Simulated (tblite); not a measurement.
# C8H10Si: the cost of one run

The runs use tblite 0.8.0 and PySCF 2.14.0, with density-fitted response routines of our own; the level of theory stands in each step. All values are computed, except where a source is named. Atoms count from 0, in the outputs and in this text.

## 1. Starting geometry

19 atoms, charge 0, multiplicity 1; geometry from: force field or distance geometry start.

Bonds of the start (Å): C0–C1 1.47, C1–C2 1.20, C2–C3 1.54, C3–C4 1.21, C4–C5 1.42, C5–C6 1.34, C6–C7 1.50, C7–Si8 1.88, C0–H9 1.09, C0–H10 1.09, C0–H11 1.09, C5–H12 1.10, C6–H13 1.09, C7–H14 1.11, C7–H15 1.08, Si8–H16 1.49, Si8–H17 1.48, Si8–H18 1.48.

## 2. Optimising the geometry with GFN2-xTB

Job settings and geometry (Å):

```
{"job": {"kind": "relax", "xc": "GFN2-xTB", "basis": "xTB"}, "charge": 0, "multiplicity": 1}
C      4.681400    -0.575600    -1.869700
C      3.521600    -0.296700    -1.012600
C      2.594500    -0.082300    -0.288500
C      1.376700     0.213800     0.611100
C      0.432600     0.426100     1.335300
C     -0.682700     0.686700     2.171000
C     -1.937200     0.818600     1.727000
C     -2.404000     0.748200     0.303300
Si    -3.461400    -0.749800    -0.111900
H      4.339200    -0.864500    -2.866500
H      5.304400     0.311800    -1.965600
H      5.279500    -1.388400    -1.461700
H     -0.482000     0.778000     3.248300
H     -2.705900     1.016800     2.471100
H     -2.996800     1.658100     0.097600
H     -1.569500     0.770800    -0.387000
H     -4.667100    -0.775800     0.765500
H     -2.709000    -2.016100     0.074800
H     -3.923900    -0.670500    -1.519400
```

Started as:

```
OMP_NUM_THREADS=1 python probes_run.py task.json out
```

One launch serves the whole session: the jobs run in the order shown.

**Question.** How long does this first job take on 1 thread of Intel Xeon at 2.50GHz, shared host, and how much memory does it need?

About 2.4 s, with a peak of 0.18 GiB.
